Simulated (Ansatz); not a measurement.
# FGaH2OS: the cost of one run

Method: RKS PBE/def2-mTZVP, in Ansatz 0.2.0.

## Step 1: Starting point

Bond lengths: F1–Ga2 1.729 Å, Ga2–O3 1.775 Å, O3–S4 1.668 Å, Ga2–H5 1.523 Å, S4–H6 1.346 Å. Angles: F1–Ga2–O3 109.7°, F1–Ga2–H5 121.6°, O3–Ga2–H5 128.7°, Ga2–O3–S4 133.8°, O3–S4–H6 96.7°.

Coordinates:

```xyz
6

F    -0.5410   -2.5000    0.1895
Ga    0.3836   -1.0423    0.2907
O    -0.6781    0.3577    0.0384
S    -0.4481    2.0088    0.1035
H     1.8762   -1.0627    0.5927
H    -0.5926    2.2385   -1.2148
```

## Step 2: Relaxing end A

input.yaml reads:

```yaml
crystal:
  periodic: [false, false, false]
  atoms:
    - { symbol: F, position_ang: [-0.54104, -2.50002, 0.18949] }
    - { symbol: Ga, position_ang: [0.38363, -1.0423, 0.29071] }
    - { symbol: O, position_ang: [-0.67811, 0.35766, 0.03837] }
    - { symbol: S, position_ang: [-0.44811, 2.00883, 0.10351] }
    - { symbol: H, position_ang: [1.87621, -1.06265, 0.59272] }
    - { symbol: H, position_ang: [-0.59258, 2.23849, -1.21481] }
basis:
  gaussian: { orbitals: def2-mTZVP }
hamiltonian:
  xc: pbe
relax:
  f_tol: 0.02
  max_steps: 50
output:
  orbitals: {}
```

On the command line:

```sh
> ansatz run input.yaml --threads 2 --pin off --max-ram 3072MiB --backend cpu --events-out ev --progress --plain --runs-dir out
```

**Question.** How long does this run take on 2 threads of Intel Xeon Platinum 8488C (Sapphire Rapids), shared host, and how much memory does it need?

About 13 s, with a peak of 0.17 GiB.
